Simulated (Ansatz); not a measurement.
# K2RbScCl6: the cost of one run

Computed with Ansatz 0.2.0 (DFT PBEsol, scalar-relativistic, plane waves, PAW, unless a step's input says otherwise).

3 further runs of the same task are left out: 2 that didn't finish, 1 set aside as unsound or not needed.

### 1 The system as given

The structure is cubic, space group Fm-3m (No. 225). Conventional cell: a = 10.951 Å, b = 10.951 Å, c = 10.951 Å, α = 90.00°, β = 90.00°, γ = 90.00°. K (site symmetry -43m) has 12 Cl at 3.88 Å as nearest neighbours. Rb (site symmetry m-3m) is surrounded by 6 Cl at 3.02 Å. Around Sc (site symmetry m-3m) lie 6 Cl at 2.46 Å. Cl (site symmetry 4mm) is surrounded by 1 Sc at 2.46 Å and 1 Rb at 3.02 Å.

Coordinates:

```
CELL_PARAMETERS angstrom
0.00000 5.47533 5.47533
5.47533 0.00000 5.47533
5.47533 5.47533 0.00000
ATOMIC_POSITIONS crystal
K 0.75000 0.75000 0.75000
K 0.25000 0.25000 0.25000
Rb 0.50000 0.50000 0.50000
Sc 0.00000 0.00000 0.00000
Cl 0.77538 0.22462 0.22462
Cl 0.22462 0.22462 0.77538
Cl 0.22462 0.77538 0.77538
Cl 0.22462 0.77538 0.22462
Cl 0.77538 0.22462 0.77538
Cl 0.77538 0.77538 0.22462
```

It goes back to an entry of the Materials Project, which need not be the stable form.

It is the result of an earlier relaxation at this level (volume 32.83 Å³/atom; gap on the mesh: 4.13 eV).

### 2 The reference cell

Reference values: F = -14745.0738 eV; pressure 0.00 GPa; largest force 0.001 eV/Å; gap on the mesh 4.12 eV. It was computed beforehand with the settings of the runs below.

### 3 The disturbance

The atoms are moved along a mode of 65i cm⁻¹:

```tsv
atom	ux (Å)	uy (Å)	uz (Å)
K1	0.000	0.000	0.000
K2	0.000	0.000	0.000
Rb3	0.000	0.000	0.000
Sc4	0.000	0.000	0.000
Cl5	0.000	0.150	0.000
Cl6	0.000	0.000	0.000
Cl7	0.000	-0.150	0.000
Cl8	-0.150	0.000	0.000
Cl9	0.150	0.000	0.000
Cl10	0.000	0.000	0.000
```

### 4 Relaxation of the disturbed structure

input.yaml

```yaml
crystal:
  lattice:
    - [0.0, 5.475332223, 5.475332223]
    - [5.475332223, 0.0, 5.475332223]
    - [5.475332223, 5.475332223, 0.0]
  atoms:
    - { symbol: K, position: [0.75, 0.75, 0.75] }
    - { symbol: K, position: [0.25, 0.25, 0.25] }
    - { symbol: Rb, position: [0.5, 0.5, 0.5] }
    - { symbol: Sc, position: [0.0, 0.0, 0.0] }
    - { symbol: Cl, position: [0.7890793605, 0.2109206395, 0.2383162375] }
    - { symbol: Cl, position: [0.2246184385, 0.2246184385, 0.7753815615] }
    - { symbol: Cl, position: [0.2109206395, 0.7890793605, 0.7616837625] }
    - { symbol: Cl, position: [0.2383162375, 0.7616837625, 0.2109206395] }
    - { symbol: Cl, position: [0.7616837625, 0.2383162375, 0.7890793605] }
    - { symbol: Cl, position: [0.7753815615, 0.7753815615, 0.2246184385] }
basis:
  ecutwfc: 420
kpoints:
  mp_grid: { grid: [4, 4, 4] }
hamiltonian:
  xc: pbesol
scf:
  occupations: { method: gaussian, width: 0.05 }
output:
  forces: true
  stress: true
  eigenvalues: true
relax:
  adjacent_minimum: "off"
  f_tol: 0.008
  max_steps: 80
  cell: { stress_tol: 0.08 }
```

Started as:

```console
$ ansatz run input.yaml --threads 2 --pin off --max-ram 5120MiB --backend cpu --events-out ev --progress --plain --runs-dir out
```

What time and memory should one allow on 2 threads of Arm Neoverse V2, shared host?

About 87 s, with a peak of 0.72 GiB.
